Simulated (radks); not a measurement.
# Fractional charge and spin in the 3s shell of argon

Aim: the energy as the spin-up occupation of 3s runs from 0 to 1 and the spin-down one from 0 to 1, against the two flat planes that join the four corners. Added charge counts from the emptiest corner (up 0, down 0).

The numbers are computed with radks (a radial shooting solver on a logarithmic mesh, Libxc functionals) version 1 (scalar-relativistic Kohn-Sham, PBE, spin-polarised, spherical densities, finite nucleus), except any that are marked as measured or tabulated.

**1. The system**

| Item | Value |
| --- | --- |
| element | argon (Z = 18) |
| configuration | [Ne] 3p(up 2.5, down 2.5) 3s(up 1, down 1) |
| nuclear rms radius | 3.4274 fm |

A shell typed twice in an input gives spin up, then spin down.

**2. 3s: up 1, down 1**

The run's settings:

```text
Z 18
configuration [Ne] 3p2.5 3p2.5 3s1 3s1
relativity scalar-relativistic
functional pbe,pbe
spin polarised
nucleus finite rms 3.4274 fm
c 137.035999084
```

**3. 3s: up 1, down 0.5**

The run's settings:

```text
Z 18
configuration [Ne] 3p2.5 3p2.5 3s1 3s0.5
relativity scalar-relativistic
functional pbe,pbe
spin polarised
nucleus finite rms 3.4274 fm
c 137.035999084
```

**4. 3s: up 1, down 0**

The run's settings:

```text
Z 18
configuration [Ne] 3p2.5 3p2.5 3s1 3s0
relativity scalar-relativistic
functional pbe,pbe
spin polarised
nucleus finite rms 3.4274 fm
c 137.035999084
```

**5. 3s: up 0.5, down 0.5**

The run's settings:

```text
Z 18
configuration [Ne] 3p2.5 3p2.5 3s0.5 3s0.5
relativity scalar-relativistic
functional pbe,pbe
spin polarised
nucleus finite rms 3.4274 fm
c 137.035999084
```

**6. 3s: up 0.5, down 0**

The run's settings:

```text
Z 18
configuration [Ne] 3p2.5 3p2.5 3s0.5 3s0
relativity scalar-relativistic
functional pbe,pbe
spin polarised
nucleus finite rms 3.4274 fm
c 137.035999084
```

**7. 3s: up 0, down 0**

The run's settings:

```text
Z 18
configuration [Ne] 3p2.5 3p2.5 3s0 3s0
relativity scalar-relativistic
functional pbe,pbe
spin polarised
nucleus finite rms 3.4274 fm
c 137.035999084
```

Before running it: what results should come out? Wanted: for each run, down \ up; 0; 0.5; 1.

As calculated:

| down \ up | 0 | 0.5 | 1 |
| --- | --- | --- | --- |
| 0 | 0.000 | -1.851 | 0.000 |
| 0.5 | -1.851 | 0.367 | -1.708 |
| 1 | 0.000 | -1.708 | 0.000 |

In words: The table gives the energy in eV minus the planes, whose edge runs along up + down = one added electron; mirror points follow by spin symmetry. With half an added electron in each spin it lies 0.37 eV above the planes. With half an electron added in spin up alone it lies 1.85 eV below them. The planes are only a guide here: the condition holds for ground states with one frontier orbital, and this shell lies below others.
